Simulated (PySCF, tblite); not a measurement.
# C7H18NP: geometry, infrared bands and NMR shifts

What infrared bands and NMR shifts should C7H18NP (`CC[C@@H](C)P(C)N(C)C`) show?

Computed with tblite 0.8.0 and PySCF 2.14.0, with density-fitted response routines of our own, on a single molecule in the gas phase. Atoms count from 0, in the outputs and in this text.

### 1 The molecule as given

27 atoms, charge 0, multiplicity 1; geometry from: force field or distance geometry start.

Bonds of the start (Å): C0–C1 1.52, C1–C2 1.54, C2–C3 1.52, C2–P4 1.89, P4–C5 1.83, P4–N6 1.72, N6–C7 1.48, N6–C8 1.46, C0–H9 1.08, C0–H10 1.09, C0–H11 1.10, C1–H12 1.10, C1–H13 1.11, C2–H14 1.11, C3–H15 1.11, C3–H16 1.10, C3–H17 1.08, C5–H18 1.10, C5–H19 1.10, C5–H20 1.09, C7–H21 1.10, C7–H22 1.09, C7–H23 1.09, C8–H24 1.09, C8–H25 1.08, C8–H26 1.10.

### 2 Optimising the geometry with GFN2-xTB

Job settings and geometry (Å):

```
{"job": {"kind": "relax", "xc": "GFN2-xTB", "basis": "xTB"}, "charge": 0, "multiplicity": 1}
C      2.133200     1.354900    -1.674600
C      1.356800     0.762100    -0.507900
C      0.589200    -0.517600    -0.870900
C      1.516300    -1.670300    -1.234000
P     -0.644200    -1.086200     0.446000
C      0.413200    -1.072700     1.937200
N     -1.573200     0.343800     0.685400
C     -2.419600     0.336900     1.893500
C     -2.406000     0.744700    -0.449900
H      2.918800     0.693100    -2.013300
H      2.585400     2.301700    -1.376500
H      1.450300     1.558400    -2.512800
H      0.678000     1.532300    -0.110600
H      2.080700     0.547400     0.303800
H     -0.019300    -0.300000    -1.769300
H      2.201000    -1.908600    -0.391800
H      0.956400    -2.586200    -1.456600
H      2.120800    -1.448600    -2.107000
H     -0.148700    -1.421800     2.813200
H      0.810400    -0.075100     2.181300
H      1.264600    -1.743200     1.820800
H     -2.929100     1.302000     2.014900
H     -3.190000    -0.439700     1.857500
H     -1.847400     0.182100     2.803500
H     -3.180300     0.007800    -0.682300
H     -1.826200     0.924600    -1.347400
H     -2.910700     1.704600    -0.240400
```

The run is started by

```
$ OMP_NUM_THREADS=1 python probes_run.py task.json out
```

The driver reads the jobs from task.json and runs them one after another.

**Question.** This job is followed by: GFN2-xTB harmonic vibrations, gas phase; GIAO PBE0/pcSseg-1 NMR shielding, non-relativistic, gas phase. What will the session give for the following? strongest single infrared mode (GFN2-xTB); zero-point energy (GFN2-xTB); ¹³C shifts against TMS (PBE0/pcSseg-1, means over atoms taken as alike); ¹H shifts against TMS (PBE0/pcSseg-1, means over atoms taken as alike); ³¹P shifts against H3PO4 (PBE0/pcSseg-1); ¹⁵N shifts against NH3 (PBE0/pcSseg-1); surface potential, 1st and 99th percentile.

As calculated:

| quantity | value |
| --- | --- |
| strongest single infrared mode (GFN2-xTB) | 2970 cm⁻¹, 95 km/mol |
| zero-point energy (GFN2-xTB) | 150.3 kcal/mol |
| ¹³C shifts against TMS (PBE0/pcSseg-1, means over atoms taken as alike) | 42.1, 36.7, 23.0, 15.9, 15.8, 11.5 ppm |
| ¹H shifts against TMS (PBE0/pcSseg-1, means over atoms taken as alike) | 2.48, 2.30, 1.43, 1.08, 1.07, 1.03, 0.70 ppm |
| ³¹P shifts against H3PO4 (PBE0/pcSseg-1) | 55.7 ppm |
| ¹⁵N shifts against NH3 (PBE0/pcSseg-1) | 36.7 ppm |
| surface potential, 1st and 99th percentile | -1.27 V and 0.69 V |

What this shows: Over 102 steps the energy fell by 0.174 eV; of the close pairs, P4–N6 changed most, 1.722 to 1.752 Å. No mode is imaginary among the 75: a minimum at this level. Unscaled tight-binding wavenumbers are off by several per cent, some by more. Its intensities can rank the bands wrongly. The most deshielded carbon is C7, C8 (mean) (methyl carbon bonded to N), at 42.1 ppm: deshielded by the electronegative neighbour. At PBE0/pcSseg-1: The widest tensor belongs to P4: span 224 ppm, with a paramagnetic part of -706 ppm.
